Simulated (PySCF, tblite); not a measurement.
# C₄H₁₁NO₃Si₂: geometry, infrared bands and NMR shifts

Aim: predict the infrared bands and NMR shifts of C₄H₁₁NO₃Si₂ (`O=CN1CCCO[Si@@H]1O[SiH3]`).

Programs: tblite 0.8.0 and PySCF 2.14.0, with density-fitted response routines of our own. Each step states its level of theory. These are calculated values for one molecule in the gas phase, unless marked as measured. Atoms count from 0, in the outputs and in this text.

## Step 1: The molecule as given

21 atoms, charge 0, multiplicity 1; geometry from: force field or distance geometry start.

Bonds of the start (Å): O0–C1 1.28, C1–N2 1.39, N2–C3 1.48, C3–C4 1.51, C4–C5 1.51, C5–O6 1.38, O6–Si7 1.71, Si7–O8 1.70, O8–Si9 1.73, Si7–N2 1.81, C1–H10 1.08, C3–H11 1.11, C3–H12 1.12, C4–H13 1.10, C4–H14 1.12, C5–H15 1.10, C5–H16 1.14, Si7–H17 1.46, Si9–H18 1.45, Si9–H19 1.47, Si9–H20 1.49.

## Step 2: Optimising the geometry with GFN2-xTB

Job settings and geometry (Å):

```
{"job": {"kind": "relax", "xc": "GFN2-xTB", "basis": "xTB"}, "charge": 0, "multiplicity": 1}
O      1.113700    -2.592500     0.016900
C     -0.101400    -2.339000     0.336600
N     -0.523800    -1.017700     0.266700
C     -1.894300    -0.575400     0.601900
C     -1.764000     0.893400     0.934600
C     -1.530200     1.761100    -0.276000
O     -0.353100     1.524300    -0.964400
Si     0.605700     0.284500    -0.291100
O      1.784900    -0.347200    -1.343500
Si     3.286300    -0.118200    -0.519400
H     -0.690200    -3.186700     0.663200
H     -2.480100    -0.676000    -0.332700
H     -2.331900    -1.162100     1.447600
H     -2.686300     1.194200     1.445500
H     -0.865300     1.039800     1.582500
H     -2.433100     1.750400    -0.895700
H     -1.442000     2.822900     0.117000
H      1.239800     0.829100     0.907000
H      3.738800    -1.402700    -0.007900
H      4.239200     0.527400    -1.433900
H      3.078400     0.807500     0.626900
```

On the command line:

```sh
$ OMP_NUM_THREADS=1 python probes_run.py task.json out
```

This one command runs all jobs of the session in turn.

**Question.** This job is followed by: GFN2-xTB harmonic vibrations, gas phase; GIAO PBE0/pcSseg-1 NMR shielding, non-relativistic, gas phase. What will the session give for the following? strongest single infrared mode (GFN2-xTB); zero-point energy (GFN2-xTB); 13C shifts against TMS (PBE0/pcSseg-1); 1H shifts against TMS (PBE0/pcSseg-1, means over atoms taken as alike); 17O shifts against H2O (PBE0/pcSseg-1); 15N shifts against NH3 (PBE0/pcSseg-1); 29Si shifts against TMS (PBE0/pcSseg-1).

The runs gave:

| quantity | value |
| --- | --- |
| strongest single infrared mode (GFN2-xTB) | 1747 cm⁻¹, 591 km/mol |
| zero-point energy (GFN2-xTB) | 94.5 kcal/mol |
| 13C shifts against TMS (PBE0/pcSseg-1) | 170.5, 67.5, 44.7, 34.6 ppm |
| 1H shifts against TMS (PBE0/pcSseg-1, means over atoms taken as alike) | 8.16, 5.21, 5.08, 4.53, 4.25, 3.58, 3.41, 1.72, 1.68 ppm |
| 17O shifts against H2O (PBE0/pcSseg-1) | 432.4, 54.3, 43.8 ppm |
| 15N shifts against NH3 (PBE0/pcSseg-1) | 151.7 ppm |
| 29Si shifts against TMS (PBE0/pcSseg-1) | -36.0, -63.4 ppm |

What this shows: Relaxing lowered the energy by 2.026 eV in 114 steps; the close pair that moved most is Si7–O8, from 1.702 to 1.597 Å. The lowest mode is slightly imaginary (17i cm⁻¹), a soft motion within the noise of the Hessian, so the minimum is not strictly shown. The strongest single mode, at 1747 cm⁻¹, moves mainly C1 and O0. Unscaled tight-binding wavenumbers are off by several per cent, some by more. Its intensities can rank the bands wrongly. At PBE0/pcSseg-1: Shielding is most anisotropic at O0 (span 682 ppm, paramagnetic term -499 ppm).
